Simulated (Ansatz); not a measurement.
# H15NO6: the cost of one run

Method: DFT PBE+D3(BJ), plane waves, PAW, scalar-relativistic, no spin polarisation, in Ansatz 0.2.0.

## (1) The structure to begin with

The cell holds 22 atoms (H15NO6): a = 6.222 Å, b = 6.222 Å, c = 6.222 Å, α = 90.00°, β = 90.00°, γ = 90.00°.

Its coordinates follow in the input file.

## (2) Preparing the start

Contents of input.yaml:

```yaml
accuracy: low
crystal:
  lattice:
    - [6.222223, 0.0, 0.0]
    - [0.0, 6.222223, 0.0]
    - [0.0, 0.0, 6.222223]
  atoms:
    - { symbol: O, position: [0.17511, 0.7587873, 0.7059] }
    - { symbol: H, position: [0.1218824, 0.8145985, 0.5706866] }
    - { symbol: H, position: [0.2114964, 0.6108651, 0.6738722] }
    - { symbol: O, position: [0.4465784, 0.1882787, 0.7061895] }
    - { symbol: H, position: [0.3352311, 0.1972058, 0.5977792] }
    - { symbol: H, position: [0.3688985, 0.1574012, 0.8375026] }
    - { symbol: O, position: [0.8484346, 0.5486277, 0.4745117] }
    - { symbol: H, position: [0.8519691, 0.5925728, 0.3252232] }
    - { symbol: H, position: [0.8508007, 0.3931174, 0.4680566] }
    - { symbol: O, position: [0.3595446, 0.3694255, 0.3196432] }
    - { symbol: H, position: [0.4505357, 0.3381206, 0.1972857] }
    - { symbol: H, position: [0.219417, 0.3169105, 0.2767812] }
    - { symbol: O, position: [0.6351929, 0.4611972, 0.9574945] }
    - { symbol: H, position: [0.6977821, 0.326047, 0.9122424] }
    - { symbol: H, position: [0.5131353, 0.4797863, 0.8626942] }
    - { symbol: O, position: [0.7937295, 0.8266676, 0.8185137] }
    - { symbol: H, position: [0.7209814, 0.9575388, 0.8610713] }
    - { symbol: H, position: [0.7176136, 0.7811675, 0.6905807] }
    - { symbol: "N", position: [0.6366755, 0.9206074, 0.345966] }
    - { symbol: H, position: [0.5196734, 0.8751939, 0.2413143] }
    - { symbol: H, position: [0.5604966, 0.9657811, 0.4832976] }
    - { symbol: H, position: [0.7037679, 1.0560848, 0.2839308] }
basis:
  ecutwfc: 420.0
kpoints:
  mp_grid: { grid: [1, 1, 1] }
hamiltonian:
  xc: pbe
  dispersion: d3bj
scf:
  occupations: { method: fermi_dirac, width: 0.02 }
  lower_state_search: "off"
relax:
  f_tol: 0.3
  max_steps: 15
  adjacent_minimum: "off"
```

The run is started by

```sh
ansatz run input.yaml --threads 1 --pin off --max-ram 3072MiB --backend cpu --events-out ev --progress --plain --runs-dir out
```

Q: Estimate wall time and peak memory on 1 thread of Arm Neoverse V2, shared host.

About 17 s, with a peak of 0.33 GiB.
